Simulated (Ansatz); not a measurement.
# C2H7FO2SeZr: one species, many methods

An exercise on one series of results from a longer session: the logs are not shown, and one member is left open.

Computed with Ansatz 0.2.0, Gaussian basis. Level: functionals in def2-TZVPP, the program's frozen cores in correlated methods.

Plan: LDA (SPW92), PBE-D4, revPBE-D4, BLYP-D4, r2SCAN-D4, B97M-V, PBE0-D4, B3LYP-D4, r2SCANh-D4, r2SCAN0-D4, HSE06-D4, BHLYP-D4, CAM-B3LYP-D4, LC-ωPBE, ωB97X-V, ωB97M-V, B2PLYP, PBE-QIDH; CCSD(T)/def2-SVP; CCSD(T)/def2-TZVPP; MP2/def2-QZVPP; extrapolation to the limit; RPA on PBE.

**The relaxed structure**

An earlier PBE0-D4 in a triple-zeta def2 set relaxation fixed the geometry. Zr takes the def2 core potential; no spin-orbit term is included.

SMILES `C[O][Zr]([OH])([F])[Se]C`, 14 atoms, charge 0, spin multiplicity 1.

Atoms are counted from 1 here; the program's logs count them from 0.

Bond lengths: C1–O2 1.391 Å, C1–H8 1.094 Å, C1–H9 1.095 Å, C1–H10 1.095 Å, O2–Zr3 1.900 Å, Zr3–O4 1.910 Å, Zr3–F5 1.919 Å, Zr3–Se6 2.582 Å, O4–H11 0.953 Å, Se6–C7 1.973 Å, C7–H12 1.087 Å, C7–H13 1.088 Å, C7–H14 1.092 Å. Angles: O2–C1–H8 110.3°, O2–C1–H9 110.3°, O2–C1–H10 110.5°, H8–C1–H9 108.7°, H8–C1–H10 108.5°, H9–C1–H10 108.5°, C1–O2–Zr3 174.5°, O2–Zr3–O4 112.9°, O2–Zr3–F5 107.4°, O2–Zr3–Se6 107.3°, O4–Zr3–F5 112.5°, O4–Zr3–Se6 107.8°, F5–Zr3–Se6 108.7°, Zr3–O4–H11 164.8°, Zr3–Se6–C7 90.4°, Se6–C7–H12 109.3°, Se6–C7–H13 107.2°, Se6–C7–H14 112.3° and more.

Set-up of the first run:

Contents of in.yaml:

```yaml
crystal:
  periodic: [false, false, false]
  atoms:
    - {symbol: C, position_ang: [1.225875, -2.083781, 0.018796]}
    - {symbol: O, position_ang: [0.134473, -1.228651, -0.089407]}
    - {symbol: Zr, position_ang: [-1.342601, -0.034118, -0.058551]}
    - {symbol: O, position_ang: [-2.848852, -0.739104, 0.881388]}
    - {symbol: F, position_ang: [-1.755103, 0.413710, -1.878591]}
    - {symbol: Se, position_ang: [-0.576965, 2.104769, 1.167780]}
    - {symbol: C, position_ang: [0.821112, 2.401430, -0.193066]}
    - {symbol: H, position_ang: [1.704761, -2.213002, -0.956710]}
    - {symbol: H, position_ang: [1.961329, -1.674217, 0.718385]}
    - {symbol: H, position_ang: [0.908891, -3.065815, 0.383622]}
    - {symbol: H, position_ang: [-3.467634, -1.304306, 1.335033]}
    - {symbol: H, position_ang: [1.773282, 2.034982, 0.183064]}
    - {symbol: H, position_ang: [0.875657, 3.473558, -0.370421]}
    - {symbol: H, position_ang: [0.585795, 1.914536, -1.141312]}
basis:
  gaussian: {orbitals: def2-TZVPP}
hamiltonian: {xc: lda}
output: {orbitals: {seedname: orbitals}}
```

On the command line:

```
$ ansatz run in.yaml --threads 2 --pin off --events-out ev --progress --plain --max-ram 20480MiB --backend cuda --devices 0, --max-vram 18GiB
```

Among the steps run: LDA; PBE-D4 (GGA); revPBE-D4 (GGA); BLYP-D4 (GGA); r2SCAN-D4 (meta-GGA); B97M-V (meta-GGA); PBE0-D4 (hybrid); B3LYP-D4 (hybrid); r2SCANh-D4 (hybrid); r2SCAN0-D4 (hybrid); HSE06-D4 (hybrid); BHLYP-D4 (hybrid); CAM-B3LYP-D4 (range-separated); LC-ωPBE (range-separated); ωB97X-V (range-separated); ωB97M-V (range-separated); B2PLYP (double hybrid); PBE-QIDH (double hybrid).

One of the session's tables, all rows but one given; the rest of the session is left out.

It belongs to the step «Orbital energies across the functionals». 

| functional | HOMO (eV) | gap (eV) |
| --- | --- | --- |
| LDA (SPW92) | -5.47 | 3.61 |
| PBE-D4 | ? | ? |
| revPBE-D4 | -5.26 | 3.72 |
| BLYP-D4 | -5.16 | 3.65 |
| r2SCAN-D4 | -5.57 | 4.13 |
| B97M-V | -5.63 | 4.18 |
| PBE0-D4 | -6.43 | 5.64 |
| B3LYP-D4 | -6.21 | 5.19 |
| r2SCANh-D4 | -5.99 | 4.85 |
| r2SCAN0-D4 | -6.60 | 5.93 |
| HSE06-D4 | -6.04 | 4.87 |
| BHLYP-D4 | -7.40 | 7.53 |
| CAM-B3LYP-D4 | -7.66 | 7.93 |
| LC-ωPBE | -8.96 | 10.28 |
| ωB97X-V | -8.65 | 9.86 |
| ωB97M-V | -8.53 | 9.18 |

Estimate the missing values for PBE-D4.

**Answer.** HOMO (eV): -5.32; gap (eV): 3.69. In the column «HOMO (eV)» it lies between LDA (SPW92) (-5.47) and revPBE-D4 (-5.26).
